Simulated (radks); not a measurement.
# Rh⁴⁺ in [Kr] 4d5: an all-electron calculation

One table from this session's results is given with a row withheld; the runs are named, their logs left out.

Method: Dirac Kohn-Sham, PBE, spin-unpolarised, spherical densities, point nucleus; open shells fill j = l - 1/2 first. Code: radks (a radial shooting solver on a logarithmic mesh, Libxc functionals) version 1.

**Starting point**

- element: rhodium (Z = 45)
- charge: +4
- electrons: 41
- configuration: [Kr] 4d5

Set-up of the first run:

Settings of this run:

```text
Z 45
configuration [Kr] 4d5
relativity Dirac
functional pbe,pbe
spin unpolarised
j_filling energy
nucleus point
c 137.035999084
```

Launch:

```sh
> python run_ks.py task.json out
```

All runs below come from this command, one after another.

Steps of the session up to this table: Self-consistent calculation.

One table of the session follows, with a row left open; its other results are not shown here.

It belongs to the step «Shells». From the orbitals of this run (lengths in bohr):

```
level     <r>  outermost maximum (interpolated)  90 % within  nodes
1s1/2       ?                                 ?            ?      ?
2s1/2  0.1416                             0.120        0.219      1
2p1/2  0.1203                            0.0929        0.197      0
2p3/2  0.1252                            0.0970        0.204      0
3s1/2  0.3903                             0.352        0.576      2
3p1/2  0.3829                             0.338        0.578      1
3p3/2  0.3936                             0.348        0.593      1
3d3/2  0.3681                             0.290        0.585      0
3d5/2  0.3716                             0.292        0.590      0
4s1/2  0.9666                             0.878         1.40      3
4p1/2   1.034                             0.921         1.52      2
4p3/2   1.061                             0.944         1.56      2
4d3/2   1.302                              1.09         1.99      1
4d5/2   1.313                              1.09         2.01      1
```

Q: Estimate the row for 1s1/2 from the others.

The run gave: <r>: 0.03263; outermost maximum (interpolated): 0.0212; 90 % within: 0.0585; nodes: 0. In the column «<r>» it is the lowest.

Limits of these values: Spin polarisation and multiplet splitting are left out.
